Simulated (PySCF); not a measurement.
# C4H4FP3: runs on many settings

Aim: see how C4H4FP3 (`Cc1pcpc(F)p1`) answers to the choice of functional, basis, grid and SCF options, and what happens with inputs that are wrong on purpose.

The runs use PySCF 2.14.0, with density-fitted response routines of our own; the level of theory stands in each step. All values are computed, except where a source is named. Atoms are numbered from 0 throughout.

## (1) Starting geometry

12 atoms, charge 0, multiplicity 1; geometry from: GFN2-xTB.

Bonds of the start (Å): C0–C1 1.51, C1–P2 1.74, P2–C3 1.73, C3–P4 1.73, P4–C5 1.74, C5–F6 1.37, C5–P7 1.74, P7–C1 1.74, C0–H8 1.09, C0–H9 1.09, C0–H10 1.09, C3–H11 1.09.

## (2) J couplings: WP04/6-31G*

The job: settings as JSON, then the geometry in Å.

```
{"job": {"kind": "j", "xc": "WP04", "basis": "6-31G*", "scf": {"aux": "def2-qzvpp-jkfit"}}, "charge": 0, "multiplicity": 1}
C      2.225671    -0.042216    -0.006617
C      0.715705    -0.015182     0.014217
P     -0.014859    -1.597869     0.068738
C     -1.726810    -1.361216     0.047857
P     -2.788790     0.000361    -0.001325
C     -1.680393     1.339516    -0.042133
F     -2.342695     2.536795    -0.081031
P      0.040768     1.590569    -0.038631
H      2.644373     0.783484     0.567327
H      2.590547     0.050944    -1.030950
H      2.604090    -0.980805     0.396440
H     -2.266408    -2.305067     0.080081
```

Level: WP04/6-31G* indirect spin-spin coupling, non-relativistic, gas phase.

On the command line:

```bash
$ OMP_NUM_THREADS=1 python probes_run.py task.json out
```

This one command runs all jobs of the session in turn.

Output:

```text
final grid: 113704 points
cycle   1  E = -1294.4035107118  dE =  1.096e+00  |g| = 8.486e-01  |ddm| = 4.001e+00
cycle   2  E = -1294.0236271421  dE =  3.799e-01  |g| = 1.544e+00  |ddm| = 1.845e+00
cycle   3  E = -1294.5493647998  dE = -5.257e-01  |g| = 1.576e-01  |ddm| = 1.364e+00
cycle   4  E = -1294.5535679695  dE = -4.203e-03  |g| = 9.119e-02  |ddm| = 2.450e-01
cycle   5  E = -1294.5552599883  dE = -1.692e-03  |g| = 5.764e-02  |ddm| = 1.637e-01
cycle   6  E = -1294.5563460056  dE = -1.086e-03  |g| = 8.780e-03  |ddm| = 6.949e-02
cycle   7  E = -1294.5563652833  dE = -1.928e-05  |g| = 3.847e-03  |ddm| = 1.507e-02
cycle   8  E = -1294.5563692345  dE = -3.951e-06  |g| = 1.707e-03  |ddm| = 6.025e-03
cycle   9  E = -1294.5563701501  dE = -9.156e-07  |g| = 5.307e-04  |ddm| = 2.318e-03
cycle  10  E = -1294.5563702281  dE = -7.798e-08  |g| = 1.872e-04  |ddm| = 7.177e-04
cycle  11  E = -1294.5563702380  dE = -9.866e-09  |g| = 5.241e-05  |ddm| = 2.473e-04
cycle  12  E = -1294.5563702384  dE = -3.820e-10  |g| = 2.674e-05  |ddm| = 7.830e-05
converged SCF energy = -1294.5563702384

Indirect spin-spin couplings (Hz)
  i      j    bonds     total        FC       PSO       DSO        SD
  0 C    1 C    1     50.630    51.575    -1.203     0.258         -
  0 C    2 P    2     31.059    31.835    -0.905     0.018     0.112
  0 C    3 C    3      5.801     5.856     0.012    -0.067         -
  0 C    4 P    4     -3.746    -3.475    -0.279    -0.086     0.095
  0 C    5 C    3      5.947     5.916     0.080    -0.049         -
  0 C    6 F    4      2.580     2.118     0.458    -0.238     0.242
  0 C    7 P    2     30.112    30.944    -0.954     0.025     0.098
  0 C    8 H    1    155.041   153.455     0.832     0.755         -
  0 C    9 H    1    154.163   152.550     0.865     0.748         -
  0 C   10 H    1    155.254   153.682     0.814     0.758         -
  0 C   11 H    4      0.269     0.435     0.156    -0.322         -
  1 C    2 P    1    -35.559    -8.732   -35.657     0.289     8.541
  1 C    3 C    2     -6.667    -6.642    -0.060     0.035         -
  1 C    4 P    3     30.419    15.806     2.267     0.021    12.325
  1 C    5 C    2     -6.022    -5.956    -0.143     0.076         -
  1 C    6 F    3      3.082     5.929     1.747    -0.263    -4.331
  1 C    7 P    1    -28.135    -0.019   -37.144     0.299     8.729
  1 C    8 H    2     -7.043    -6.930    -0.145     0.032         -
  1 C    9 H    2    -12.672   -12.823     0.091     0.059         -
  1 C   10 H    2     -5.089    -4.899    -0.224     0.034         -
  1 C   11 H    3     12.196    12.649    -0.060    -0.392         -
  2 P    3 C    1    -37.047    -9.580   -35.649     0.246     7.935
  2 P    4 P    2    -39.785   -22.220     6.901    -0.059   -24.407
  2 P    5 C    3     32.295    18.890     0.834     0.061    12.510
  2 P    6 F    4     58.132    16.966     0.958    -0.374    40.583
  2 P    7 P    2    -42.702   -37.777    17.814    -0.043   -22.696
  2 P    8 H    3     22.919    23.931    -0.332    -0.483    -0.196
  2 P    9 H    3     12.597    13.345    -0.590    -0.194     0.036
  2 P   10 H    3     10.601    11.709    -1.152     0.316    -0.272
  2 P   11 H    2     20.274    29.013    -7.731    -0.194    -0.814
  3 C    4 P    1    -28.475    -0.261   -36.427     0.248     7.964
  3 C    5 C    2     -4.499    -4.444    -0.125     0.070         -
  3 C    6 F    3      4.215     7.553     1.263    -0.294    -4.307
  3 C    7 P    3     26.677    12.417     2.597     0.017    11.647
  3 C    8 H    4     -0.517    -0.317     0.070    -0.270         -
  3 C    9 H    4     -4.534    -4.339     0.037    -0.233         -
  3 C   10 H    4     -0.829    -0.618     0.061    -0.271         -
  3 C   11 H    1    170.417   169.669    -0.294     1.042         -
  4 P    5 C    1    -29.795    -5.014   -34.959     0.331     9.847
  4 P    6 F    2    129.848   175.432   -75.455    -0.001    29.872
  4 P    7 P    2    -40.490   -46.806    25.160    -0.063   -18.781
  4 P    8 H    5      3.755     4.684    -0.242    -0.350    -0.337
  4 P    9 H    5     11.141    11.676    -0.203    -0.312    -0.020
  4 P   10 H    5      1.138     2.055    -0.238    -0.353    -0.326
  4 P   11 H    2     23.270    32.024    -7.801    -0.198    -0.756
  5 C    6 F    1   -273.203  -252.937   -15.518     1.150    -5.898
  5 C    7 P    1    -30.345    -5.024   -35.878     0.339    10.218
  5 C    8 H    4     -1.605    -1.450     0.052    -0.206         -
  5 C    9 H    4     -5.262    -5.116     0.029    -0.174         -
  5 C   10 H    4      1.990     2.156     0.058    -0.224         -
  5 C   11 H    3     14.357    14.746    -0.041    -0.348         -
  6 F    7 P    2    135.211   181.143   -77.488     0.029    31.527
  6 F    8 H    5     -1.745    -1.351     0.378    -0.729    -0.042
  6 F    9 H    5     -4.561    -4.032     0.364    -0.784    -0.109
  6 F   10 H    5      1.385     1.574     0.686    -0.997     0.122
  6 F   11 H    4      7.458     8.207     0.635    -1.416     0.032
  7 P    8 H    3     11.001    12.063    -1.095     0.268    -0.234
  7 P    9 H    3     11.996    12.676    -0.726    -0.053     0.100
  7 P   10 H    3     26.767    27.713    -0.315    -0.516    -0.115
  7 P   11 H    4     -8.442    -6.847    -0.199    -0.524    -0.872
  8 H    9 H    2    -23.870   -23.047     1.444    -2.266         -
  8 H   10 H    2    -17.865   -16.942     1.450    -2.372         -
  8 H   11 H    5      0.368     1.029     0.590    -1.251         -
  9 H   10 H    2    -21.899   -21.058     1.433    -2.274         -
  9 H   11 H    5      1.019     1.631     0.482    -1.094         -
 10 H   11 H    5     -0.291     0.331     0.376    -0.997         -
```

Wall time 40 s (1 thread of Arm Neoverse V1, shared host); peak memory 0.77 GiB.

A normal end doesn't make this result sound: the state lies near a triplet instability (lowest triplet Hessian root 0.045 Eh), which can inflate the couplings, so they are set aside.

## (3) TDDFT and polarisability: LC-wPBE/def2-SVPD

Settings changed since step 2:

```diff
@@ -1,2 +1,2 @@
-{"job": {"kind": "j", "xc": "WP04", "basis": "6-31G*", "scf": {"aux": "def2-qzvpp-jkfit"}}, "charge": 0, "multiplicity": 1}
+{"job": {"kind": "uv", "xc": "LC-wPBE", "basis": "def2-SVPD", "nstates": 25, "ntriplets": 5, "tda": true, "scf": {"diis": false, "max_cycle": 95}}, "charge": 0, "multiplicity": 1}
 C      2.225671    -0.042216    -0.006617
```

Level: TDA LC-wPBE/def2-SVPD, vertical, gas phase, core orbitals frozen in the response.

Output:

```text
final grid: 113704 points
cycle   1  E = -1277.5952765550  dE =  1.382e+00  |g| = 5.529e-01  |ddm| = 5.695e+00
cycle   2  E = -1277.6056139328  dE = -1.034e-02  |g| = 6.349e-01  |ddm| = 1.215e+00
cycle   3  E = -1277.5858623271  dE =  1.975e-02  |g| = 7.040e-01  |ddm| = 1.159e+00
cycle   4  E = -1277.5352330967  dE =  5.063e-02  |g| = 9.041e-01  |ddm| = 1.298e+00
cycle   5  E = -1277.4913275890  dE =  4.391e-02  |g| = 1.005e+00  |ddm| = 1.521e+00
cycle   6  E = -1277.3689498593  dE =  1.224e-01  |g| = 1.333e+00  |ddm| = 1.816e+00
cycle   7  E = -1277.2837979302  dE =  8.515e-02  |g| = 1.445e+00  |ddm| = 2.150e+00
cycle   8  E = -1276.9590582425  dE =  3.247e-01  |g| = 2.027e+00  |ddm| = 2.646e+00
cycle   9  E = -1276.7897346224  dE =  1.693e-01  |g| = 2.113e+00  |ddm| = 3.201e+00
cycle  10  E = -1275.6978978404  dE =  1.092e+00  |g| = 3.317e+00  |ddm| = 4.129e+00
[... 75 cycles left out ...]
cycle  86  E = -862.4825676169  dE =  2.382e+01  |g| = 1.721e+01  |ddm| = 4.638e+02
cycle  87  E = -886.3009651020  dE = -2.382e+01  |g| = 1.270e+01  |ddm| = 4.638e+02
cycle  88  E = -862.4825676169  dE =  2.382e+01  |g| = 1.721e+01  |ddm| = 4.638e+02
cycle  89  E = -886.3009651020  dE = -2.382e+01  |g| = 1.270e+01  |ddm| = 4.638e+02
cycle  90  E = -862.4825676168  dE =  2.382e+01  |g| = 1.721e+01  |ddm| = 4.638e+02
cycle  91  E = -886.3009651021  dE = -2.382e+01  |g| = 1.270e+01  |ddm| = 4.638e+02
cycle  92  E = -862.4825676168  dE =  2.382e+01  |g| = 1.721e+01  |ddm| = 4.638e+02
cycle  93  E = -886.3009651021  dE = -2.382e+01  |g| = 1.270e+01  |ddm| = 4.638e+02
cycle  94  E = -862.4825676168  dE =  2.382e+01  |g| = 1.721e+01  |ddm| = 4.638e+02
cycle  95  E = -886.3009651021  dE = -2.382e+01  |g| = 1.270e+01  |ddm| = 4.638e+02
SCF not converged, last energy = -886.3009651021
```

Wall time 3.7 min (1 thread of Arm Neoverse V1, shared host); peak memory 0.9 GiB.

Diagnosis: The SCF swings between two densities 23.82 Eh apart: plain iteration without DIIS overshoots. The remedy is to turn DIIS on. Numbers printed on the way are no properties of the molecule.

## (4) Spin-spin couplings: mPW1PW91/STO-3G

Settings changed since step 3:

```diff
@@ -1,2 +1,2 @@
-{"job": {"kind": "uv", "xc": "LC-wPBE", "basis": "def2-SVPD", "nstates": 25, "ntriplets": 5, "tda": true, "scf": {"diis": false, "max_cycle": 95}}, "charge": 0, "multiplicity": 1}
+{"job": {"kind": "j", "xc": "mPW1PW91", "basis": "STO-3G"}, "charge": 0, "multiplicity": 1}
 C      2.225671    -0.042216    -0.006617
```

Method: mPW1PW91/STO-3G indirect spin-spin coupling, non-relativistic, gas phase.

Output:

```text
coarse grid: 12784 points
cycle   1  E = -1263.8246259498  dE =  6.945e-01  |g| = 3.643e-01  |ddm| = 5.138e+00
cycle   2  E = -1263.7683829855  dE =  5.624e-02  |g| = 5.814e-01  |ddm| = 1.301e+00
cycle   3  E = -1263.8754287886  dE = -1.070e-01  |g| = 3.267e-02  |ddm| = 7.913e-01
cycle   4  E = -1263.8753891577  dE =  3.963e-05  |g| = 3.448e-02  |ddm| = 1.077e-01
cycle   5  E = -1263.8758343526  dE = -4.452e-04  |g| = 6.058e-03  |ddm| = 6.248e-02
cycle   6  E = -1263.8758471918  dE = -1.284e-05  |g| = 1.461e-03  |ddm| = 1.181e-02
cycle   7  E = -1263.8758478856  dE = -6.938e-07  |g| = 6.753e-04  |ddm| = 3.021e-03
final grid: 113704 points
cycle   8  E = -1263.8126283337  dE =  6.931e-07  |g| = 5.375e-03  |ddm| = 1.368e-02
cycle   9  E = -1263.8126046261  dE =  2.371e-05  |g| = 1.003e-02  |ddm| = 2.246e-02
cycle  10  E = -1263.8126383305  dE = -3.370e-05  |g| = 5.259e-04  |ddm| = 1.450e-02
cycle  11  E = -1263.8126384067  dE = -7.613e-08  |g| = 2.173e-04  |ddm| = 1.000e-03
cycle  12  E = -1263.8126384228  dE = -1.616e-08  |g| = 5.648e-05  |ddm| = 3.745e-04
cycle  13  E = -1263.8126384239  dE = -1.030e-09  |g| = 1.107e-05  |ddm| = 9.035e-05
cycle  14  E = -1263.8126384239  dE = -4.729e-11  |g| = 3.839e-06  |ddm| = 2.632e-05
converged SCF energy = -1263.8126384239

Indirect spin-spin couplings (Hz)
  i      j    bonds     total        FC       PSO       DSO        SD
  0 C    1 C    1     31.913    32.963    -1.315     0.266         -
  0 C    2 P    2     10.791    11.776    -0.868     0.020    -0.137
  0 C    3 C    3      4.973     5.030     0.009    -0.067         -
  0 C    4 P    4     -3.137    -2.842    -0.092    -0.082    -0.121
  0 C    5 C    3      4.491     4.499     0.041    -0.050         -
  0 C    6 F    4      1.801     1.581     0.309    -0.228     0.139
  0 C    7 P    2      9.438    10.410    -0.847     0.028    -0.152
  0 C    8 H    1    105.814   105.051    -0.077     0.840         -
  0 C    9 H    1    104.623   103.849    -0.061     0.835         -
  0 C   10 H    1    105.491   104.725    -0.076     0.841         -
  0 C   11 H    4     -0.808    -0.511     0.025    -0.322         -
  1 C    2 P    1    -62.898   -42.900   -37.575     0.327    17.249
  1 C    3 C    2    -13.485   -13.550     0.028     0.037         -
  1 C    4 P    3     35.914    13.962     2.490     0.032    19.431
  1 C    5 C    2    -10.983   -11.049    -0.011     0.077         -
  1 C    6 F    3    -15.204    -7.795     2.462    -0.239    -9.632
  1 C    7 P    1    -56.857   -35.065   -39.833     0.339    17.701
  1 C    8 H    2     -8.704    -8.431    -0.321     0.048         -
  1 C    9 H    2    -14.973   -14.926    -0.119     0.072         -
  1 C   10 H    2     -6.439    -6.109    -0.381     0.051         -
  1 C   11 H    3     11.282    11.771    -0.101    -0.387         -
  2 P    3 C    1    -64.013   -43.647   -37.226     0.286    16.574
  2 P    4 P    2    -60.711    -6.546     7.450    -0.026   -61.589
  2 P    5 C    3     28.818    12.166     0.517     0.070    16.066
  2 P    6 F    4     93.717     9.496    18.152    -0.326    66.395
  2 P    7 P    2    -58.520    -9.911    13.418    -0.009   -62.018
  2 P    8 H    3      9.640    11.076    -0.723    -0.468    -0.245
  2 P    9 H    3      7.067     8.745    -0.870    -0.185    -0.623
  2 P   10 H    3     -0.182     0.943    -1.175     0.302    -0.252
  2 P   11 H    2      5.796    17.370    -9.143    -0.153    -2.278
  3 C    4 P    1    -54.810   -32.655   -39.004     0.289    16.560
  3 C    5 C    2    -10.320   -10.380    -0.010     0.071         -
  3 C    6 F    3    -14.681    -7.291     2.211    -0.270    -9.330
  3 C    7 P    3     33.712    12.358     2.601     0.028    18.725
  3 C    8 H    4     -2.346    -2.076    -0.001    -0.269         -
  3 C    9 H    4     -6.958    -6.722    -0.004    -0.232         -
  3 C   10 H    4     -1.739    -1.517     0.050    -0.272         -
  3 C   11 H    1    119.920   120.265    -1.543     1.197         -
  4 P    5 C    1    -63.705   -44.602   -33.775     0.373    14.298
  4 P    6 F    2    -14.425    22.250   -87.465     0.092    50.698
  4 P    7 P    2    -33.430   -13.569    32.591    -0.030   -52.422
  4 P    8 H    5      2.240     3.307    -0.386    -0.334    -0.348
  4 P    9 H    5      6.791     8.029    -0.366    -0.295    -0.577
  4 P   10 H    5      0.544     1.533    -0.372    -0.337    -0.280
  4 P   11 H    2      4.656    16.349    -9.311    -0.154    -2.228
  5 C    6 F    1   -281.695  -227.090   -42.028     1.460   -14.037
  5 C    7 P    1    -66.428   -47.240   -34.298     0.382    14.729
  5 C    8 H    4     -2.574    -2.421     0.053    -0.207         -
  5 C    9 H    4     -6.136    -5.980     0.018    -0.174         -
  5 C   11 H    3     10.769    11.199    -0.084    -0.346         -
  6 F    7 P    2    -11.461    23.704   -87.911     0.121    52.625
  6 F    8 H    5     -1.910    -1.628     0.457    -0.695    -0.044
  6 F    9 H    5     -4.140    -4.032     0.465    -0.748     0.174
  6 F   10 H    5     -0.728    -0.414     0.580    -0.959     0.066
  6 F   11 H    4      3.782     3.917     0.798    -1.356     0.422
  7 P    8 H    3      2.084     3.319    -1.193     0.260    -0.302
  7 P    9 H    3      6.876     8.528    -0.971    -0.047    -0.634
  7 P   10 H    3     10.442    11.826    -0.717    -0.498    -0.168
  7 P   11 H    4     -8.008    -5.875     0.119    -0.497    -1.755
  8 H    9 H    2    -17.726   -16.209     0.615    -2.132         -
  8 H   10 H    2    -13.587   -11.964     0.619    -2.242         -
  8 H   11 H    5      0.310     1.405     0.149    -1.244         -
  9 H   10 H    2    -16.190   -14.661     0.612    -2.141         -
  9 H   11 H    5      1.617     2.592     0.115    -1.090         -
 10 H   11 H    5     -0.280     0.636     0.082    -0.998         -
```

Wall time 11 s (1 thread of Arm Neoverse V1, shared host); peak memory 0.79 GiB.

It converged, yet the result is unsound: the state lies near a triplet instability (lowest triplet Hessian root 0.032 Eh), which can inflate the couplings, so they are set aside; the basis STO-3G is minimal.

## (5) Ultraviolet spectrum: PBE0/def2-SVPD in cyclohexane

Settings changed since step 4:

```diff
@@ -1,2 +1,2 @@
-{"job": {"kind": "j", "xc": "mPW1PW91", "basis": "STO-3G"}, "charge": 0, "multiplicity": 1}
+{"job": {"kind": "uv", "xc": "PBE0", "basis": "def2-SVPD", "solvent": "cyclohexane", "nstates": 1, "ntriplets": 0, "tda": false}, "charge": 0, "multiplicity": 1}
 C      2.225671    -0.042216    -0.006617
```

Level: TDDFT PBE0/def2-SVPD, vertical, IEF-PCM cyclohexane (non-equilibrium linear response), core orbitals frozen in the response.

Output:

```text
coarse grid: 12784 points
cycle   1  E = -1277.3389847760  dE =  1.082e+00  |g| = 4.467e-01  |ddm| = 5.899e+00
cycle   2  E = -1277.2764019349  dE =  6.258e-02  |g| = 6.880e-01  |ddm| = 1.179e+00
cycle   3  E = -1277.3787844786  dE = -1.024e-01  |g| = 1.010e-01  |ddm| = 7.484e-01
cycle   4  E = -1277.3812464424  dE = -2.462e-03  |g| = 5.505e-02  |ddm| = 1.996e-01
cycle   5  E = -1277.3820625316  dE = -8.161e-04  |g| = 1.148e-02  |ddm| = 7.487e-02
cycle   6  E = -1277.3820884700  dE = -2.594e-05  |g| = 4.560e-03  |ddm| = 1.978e-02
cycle   7  E = -1277.3820935494  dE = -5.079e-06  |g| = 1.935e-03  |ddm| = 8.040e-03
final grid: 113704 points
cycle   8  E = -1277.5303781345  dE = -9.009e-06  |g| = 1.168e-02  |ddm| = 7.794e-02
cycle   9  E = -1277.5302989741  dE =  7.916e-05  |g| = 2.055e-02  |ddm| = 3.947e-02
cycle  10  E = -1277.5304152619  dE = -1.163e-04  |g| = 1.957e-03  |ddm| = 2.610e-02
cycle  11  E = -1277.5304163120  dE = -1.050e-06  |g| = 5.050e-04  |ddm| = 3.382e-03
cycle  12  E = -1277.5304163833  dE = -7.130e-08  |g| = 1.912e-04  |ddm| = 8.539e-04
cycle  13  E = -1277.5304163928  dE = -9.481e-09  |g| = 5.583e-05  |ddm| = 3.020e-04
cycle  14  E = -1277.5304163934  dE = -6.735e-10  |g| = 2.753e-05  |ddm| = 1.044e-04
converged SCF energy = -1277.5304163934

Static polarisability (au): isotropic 146.866, principal 85.711 165.553 189.334

Singlet excitations
state   eV       nm        f      main configurations
  1   3.5922    345.1   0.02051   H->L 0.71, H-1->L+1 0.17, H-2->L+1 0.10
```

Run time: 27 s. Hardware: 1 thread of Arm Neoverse V1, shared host; peak memory 0.9 GiB.

Frontier orbitals and where they lie:

| orbital | eV | atoms |
| --- | --- | --- |
| HOMO−3 | -7.83 | P4 40 %, P7 24 %, C5 11 % |
| HOMO−2 | -7.65 | P2 30 %, P7 24 %, C3 13 % |
| HOMO−1 | -7.63 | P7 23 %, P2 22 %, C3 16 % |
| HOMO | -7.29 | P2 20 %, C5 19 %, P4 16 % |
| LUMO | -2.62 | P7 24 %, C3 20 %, C1 16 % |
| LUMO+1 | -2.43 | P2 23 %, C5 20 %, C1 16 % |
| LUMO+2 | 0.17 | P4 23 %, P2 22 %, P7 21 % |

With each of the 1 states as a Gaussian band of 0.4 eV half-width at 1/e, the curve within the window shown has maxima at 346 nm (ε 830) L/(mol cm). Beyond the last state computed it falls off for lack of states. The curve at chosen wavelengths:

```json
{"nm": "319", "ε (L/mol/cm)": "473"}
{"nm": "323", "ε (L/mol/cm)": "559"}
{"nm": "327", "ε (L/mol/cm)": "639"}
{"nm": "330", "ε (L/mol/cm)": "693"}
{"nm": "334", "ε (L/mol/cm)": "753"}
{"nm": "338", "ε (L/mol/cm)": "797"}
{"nm": "342", "ε (L/mol/cm)": "823"}
{"nm": "346", "ε (L/mol/cm)": "830"}
{"nm": "349", "ε (L/mol/cm)": "824"}
{"nm": "353", "ε (L/mol/cm)": "801"}
{"nm": "357", "ε (L/mol/cm)": "765"}
{"nm": "361", "ε (L/mol/cm)": "717"}
{"nm": "365", "ε (L/mol/cm)": "661"}
{"nm": "368", "ε (L/mol/cm)": "616"}
{"nm": "372", "ε (L/mol/cm)": "553"}
{"nm": "376", "ε (L/mol/cm)": "490"}
{"nm": "380", "ε (L/mol/cm)": "428"}
{"nm": "384", "ε (L/mol/cm)": "370"}
{"nm": "387", "ε (L/mol/cm)": "329"}
{"nm": "391", "ε (L/mol/cm)": "279"}
{"nm": "395", "ε (L/mol/cm)": "235"}
{"nm": "399", "ε (L/mol/cm)": "195"}
{"nm": "403", "ε (L/mol/cm)": "161"}
{"nm": "406", "ε (L/mol/cm)": "139"}
{"nm": "410", "ε (L/mol/cm)": "113"}
{"nm": "414", "ε (L/mol/cm)": "91"}
```

Further results of this job:

| property | computed |
| --- | --- |
| dipole moment (D) | 2.30 |
| polarisability (Å³) | 21.76 |
| HOMO–LUMO gap (eV) | 4.67 |
| −ε(HOMO) (eV) | 7.29 |

(Part 1 of 2 ends here.)
